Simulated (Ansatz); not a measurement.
# CF3NOSi: one species, many methods

An exercise on one series of results from a longer session: the logs are not shown, and one member is left open.

Method: functionals in def2-TZVPP, the program's frozen cores in correlated methods; program: Ansatz 0.2.0, Gaussian basis.

Levels to be run: LDA (SPW92), PBE-D4, revPBE-D4, BLYP-D4, r2SCAN-D4, B97M-V, PBE0-D4, B3LYP-D4, r2SCANh-D4, r2SCAN0-D4, HSE06-D4, BHLYP-D4, CAM-B3LYP-D4, LC-ωPBE, ωB97X-V, ωB97M-V, B2PLYP, PBE-QIDH; CCSD(T)/def2-SVP; CCSD(T)/def2-TZVPP; MP2/def2-QZVPP; extrapolation to the limit; RPA on PBE.

## The geometry

All runs share one geometry, relaxed beforehand with PBE0-D4 in a triple-zeta def2 set.

SMILES `O=C=N[Si](F)(F)F`, 7 atoms, charge 0, spin multiplicity 1.

Atoms are counted from 1 here; the program's logs count them from 0.

Bond lengths: O1–C2 1.158 Å, C2–N3 1.195 Å, N3–Si4 1.662 Å, Si4–F5 1.566 Å, Si4–F6 1.566 Å, Si4–F7 1.566 Å. Angles: O1–C2–N3 179.5°, C2–N3–Si4 176.0°, N3–Si4–F5 110.2°, N3–Si4–F6 110.5°, N3–Si4–F7 110.6°, F5–Si4–F6 108.5°, F5–Si4–F7 108.5°, F6–Si4–F7 108.5°.

Set-up of the first run:

in.yaml

```yaml
crystal:
  periodic: [false, false, false]
  atoms:
    - {symbol: O, position_ang: [1.073280, -2.404421, 1.510740]}
    - {symbol: C, position_ang: [0.689020, -1.479682, 0.929779]}
    - {symbol: N, position_ang: [0.302206, -0.521799, 0.329921]}
    - {symbol: Si, position_ang: [-0.342986, 0.766238, -0.499391]}
    - {symbol: F, position_ang: [0.797877, 1.720511, -0.988908]}
    - {symbol: F, position_ang: [-1.312473, 1.581902, 0.421289]}
    - {symbol: F, position_ang: [-1.145723, 0.269250, -1.749032]}
basis:
  gaussian: {orbitals: def2-TZVPP}
hamiltonian: {xc: lda}
output: {orbitals: {seedname: orbitals}}
```

Steps of the session up to this table: LDA; PBE-D4 (GGA); revPBE-D4 (GGA); BLYP-D4 (GGA); r2SCAN-D4 (meta-GGA); B97M-V (meta-GGA); PBE0-D4 (hybrid); B3LYP-D4 (hybrid); r2SCANh-D4 (hybrid); r2SCAN0-D4 (hybrid); HSE06-D4 (hybrid); BHLYP-D4 (hybrid); CAM-B3LYP-D4 (range-separated); LC-ωPBE-D4 (range-separated; the results give it without D4); ωB97X-V (range-separated); ωB97M-V (range-separated); B2PLYP (double hybrid); PBE-QIDH (double hybrid).

One table of the session follows, with a row left open; its other results are not shown here.

It belongs to the step «Orbital energies across the functionals». 

```
  functional  HOMO (eV)  gap (eV)
 LDA (SPW92)      -8.65      7.31
      PBE-D4      -8.38      7.40
   revPBE-D4      -8.29      7.44
     BLYP-D4          ?         ?
   r2SCAN-D4      -8.74      8.08
      B97M-V      -8.74      8.26
     PBE0-D4      -9.89      9.96
    B3LYP-D4      -9.62      9.42
  r2SCANh-D4      -9.30      9.01
  r2SCAN0-D4     -10.15     10.41
    HSE06-D4      -9.49      9.17
    BHLYP-D4     -11.29     12.50
CAM-B3LYP-D4     -11.29     12.49
     LC-ωPBE     -12.62     15.08
     ωB97X-V     -12.24     14.66
     ωB97M-V     -12.15     14.30
```

**Question.** Estimate the row for BLYP-D4.

Worked estimate for «HOMO (eV)». Against the share of exact exchange, B3LYP-D4 (0.2, -9.62), BHLYP-D4 (0.5, -11.29) give a slope of -5.57 per unit share; at 0 the line stands at -8.51.

**Answer.** HOMO (eV): -8.24; gap (eV): 7.38. In «HOMO (eV)» the line misses by -0.27.
